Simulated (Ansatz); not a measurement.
# H₄SeSi, SMILES [SiH3][SeH]: a ladder of basis sets

Program: the Ansatz DFT code, driven from Python.

The script reads `h4sesi.xyz`:
```text
6

Si   -0.20690   -0.30290   -0.44860
Se    0.89610   -0.27810    1.50480
H    -1.60800    0.35580   -0.26090
H    -0.35160   -1.62640   -0.94500
H     0.49260    0.51470   -1.47690
H     0.81990    1.27290    1.58030
```

Run as a notebook:

In [1]:
```python
import ansatz as az
```

In [2]:
```python
XC = "b3lyp"
```

In [3]:
```python
system = az.Crystal.molecule_from_extxyz("h4sesi.xyz")
```

In [4]:
```python
job = system.calculation().functional(XC)
```

In [5]:
```python
energies = {}
for basis in ["def2-SVP", "def2-SVPD", "def2-TZVP", "def2-TZVPP"]:
    summary = job.basis(gaussian=basis).run(threads=1).report
    size = summary["n_frozen"] + summary["n_occupied"][0] + summary["n_virtual"][0]
    energies[basis] = (summary["reference_energy_ev"] / 27.211386246, summary["free_energy_ev"] / 27.211386246)
    print(f"{basis:14s} {size:4d} orbitals  reference {energies[basis][0]:14.6f} Ha  total {energies[basis][1]:14.6f} Ha")
```
```text
def2-SVP         70 orbitals  reference   -2693.128274 Ha  total   -2693.128274 Ha
def2-SVPD        97 orbitals  reference   -2693.134015 Ha  total   -2693.134015 Ha
def2-TZVP       109 orbitals  reference   -2693.529918 Ha  total   -2693.529918 Ha
def2-TZVPP      146 orbitals  reference   -2693.531053 Ha  total   -2693.531053 Ha
```

In [6]:
```python
last = energies["def2-TZVPP"][1]
for basis, (_, total) in energies.items():
    print(f"{basis:14s} lies {27.211386 * (total - last):9.4f} eV above def2-TZVPP")
```
```text
def2-SVP       lies   10.9602 eV above def2-TZVPP
def2-SVPD      lies   10.8039 eV above def2-TZVPP
def2-TZVP      lies    0.0309 eV above def2-TZVPP
def2-TZVPP     lies    0.0000 eV above def2-TZVPP
```

Against def2-SVP: def2-SVPD -5.7 mHa, def2-TZVP -401.6 mHa and def2-TZVPP -402.8 mHa. The last step alone is -1.13 mHa (these two sets differ little on atoms other than hydrogen). From the first set to the last the time grows from 1.6 to 3.3 s.

Reading the output:
- The drop along the ladder measures the basis error, and is no property of the molecule.
- The geometry is a force-field or estimated start, not a minimum of this method, and the last set is no limit. Much of the fall in a total is atomic energy, which cancels in bond and reaction energies.
- b3lyp holds the VWN-RPA fit, as in Gaussian; the form of ORCA and Turbomole is b3lyp5.
- Finished in 10 s on 1 thread of Arm Neoverse V1, with other jobs on the host, peak memory 0.33 GiB.

(Lines on the test bed's own set-up are left out of the output.)
